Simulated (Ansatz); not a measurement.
**CH4FGaSe: taking an electron away**

One table from this session's results is given with a row withheld; the runs are named, their logs left out.

Computed with Ansatz 0.2.0, Gaussian basis. Level: unrestricted cation, the program's frozen cores in correlated methods.

Levels to be run: UKS PBE-D4/def2-TZVPP; UKS r2SCAN-D4/def2-TZVPP; UKS PBE0-D4/def2-TZVPP; UKS B3LYP-D4/def2-TZVPP; UKS wB97X-V/def2-TZVPP; UKS wB97M-V/def2-TZVPP; UKS B2PLYP/def2-TZVPP; UHF-CCSD(T)/def2-TZVPP; UHF-MP2/def2-QZVPP; extrapolation to the limit; then −ε(HOMO) from the neutral's earlier runs with LDA (SPW92), PBE-D4, revPBE-D4, BLYP-D4, r2SCAN-D4, B97M-V, PBE0-D4, B3LYP-D4, r2SCANh-D4, r2SCAN0-D4, HSE06-D4, BHLYP-D4, CAM-B3LYP-D4, LC-ωPBE, ωB97X-V, ωB97M-V.

## Structure used throughout

All runs share one geometry, relaxed beforehand with PBE0-D4 in a triple-zeta def2 set.

SMILES `[CH3][Ga]([F])[SeH]`, 8 atoms, charge 0, spin multiplicity 1.

Atoms are counted from 1 here; the program's logs count them from 0.

Bond lengths: C1–Ga2 1.947 Å, C1–H5 1.090 Å, C1–H6 1.092 Å, C1–H7 1.091 Å, Ga2–F3 1.762 Å, Ga2–Se4 2.316 Å, Se4–H8 1.469 Å. Angles: Ga2–C1–H5 111.4°, Ga2–C1–H6 109.3°, Ga2–C1–H7 109.4°, H5–C1–H6 109.1°, H5–C1–H7 109.5°, H6–C1–H7 108.1°, C1–Ga2–F3 118.2°, C1–Ga2–Se4 129.6°, F3–Ga2–Se4 112.2°, Ga2–Se4–H8 90.6°.

The first run:

Input file in.yaml:

```yaml
crystal:
  periodic: [false, false, false]
  atoms:
    - {symbol: C, position_ang: [-0.096966, 1.353244, -0.526552]}
    - {symbol: Ga, position_ang: [0.183708, -0.407959, 0.254478]}
    - {symbol: F, position_ang: [1.602392, -0.652451, 1.271037]}
    - {symbol: Se, position_ang: [-1.099651, -2.326969, 0.067011]}
    - {symbol: H, position_ang: [-0.923678, 1.345326, -1.236216]}
    - {symbol: H, position_ang: [-0.314888, 2.069482, 0.268068]}
    - {symbol: H, position_ang: [0.814439, 1.674855, -1.033094]}
    - {symbol: H, position_ang: [-0.165336, -3.055508, 0.935257]}
basis:
  gaussian: {orbitals: def2-TZVPP}
total_charge: 1
magnetization: {spin_polarized: true, initial_magnetization: 1}
hamiltonian: {xc: pbe, dispersion: d4}
```

Command:

```console
$ ansatz run in.yaml --threads 2 --pin off --events-out ev --progress --plain --max-ram 32768MiB --backend cpu
```

Steps of the session up to this table: Cation, UKS PBE-D4/def2-TZVPP; Cation, UKS r2SCAN-D4/def2-TZVPP; Cation, UKS PBE0-D4/def2-TZVPP; Cation, UKS B3LYP-D4/def2-TZVPP; Cation, UKS wB97X-V/def2-TZVPP; Cation, UKS wB97M-V/def2-TZVPP; Cation, UKS B2PLYP (frozen core)/def2-TZVPP; Cation, UHF-CCSD(T)/def2-TZVPP; Cation, UHF-MP2/def2-QZVPP.

One table of the session follows, with a row left open; its other results are not shown here.

Orbital estimates, from the neutral's runs:

| functional | −ε(HOMO) (eV) |
| --- | --- |
| LDA (SPW92) | 6.46 |
| PBE-D4 | 6.30 |
| revPBE-D4 | 6.24 |
| BLYP-D4 | 6.13 |
| r2SCAN-D4 | 6.59 |
| B97M-V | 6.62 |
| PBE0-D4 | 7.44 |
| B3LYP-D4 | 7.20 |
| r2SCANh-D4 | ? |
| r2SCAN0-D4 | 7.64 |
| HSE06-D4 | 7.05 |
| BHLYP-D4 | 8.42 |
| CAM-B3LYP-D4 | 8.71 |
| LC-ωPBE | 10.07 |
| ωB97X-V | 9.72 |
| ωB97M-V | 9.59 |

Q: Estimate the row for r2SCANh-D4 from the others.

Worked estimate for «−ε(HOMO) (eV)». Against the share of exact exchange, r2SCAN-D4 (0, 6.59), r2SCAN0-D4 (0.25, 7.64) give a slope of 4.20 per unit share; at 0.1 the line stands at 7.01.

The run gave: −ε(HOMO) (eV): 7.01. In «−ε(HOMO) (eV)» the line misses by 0.00.
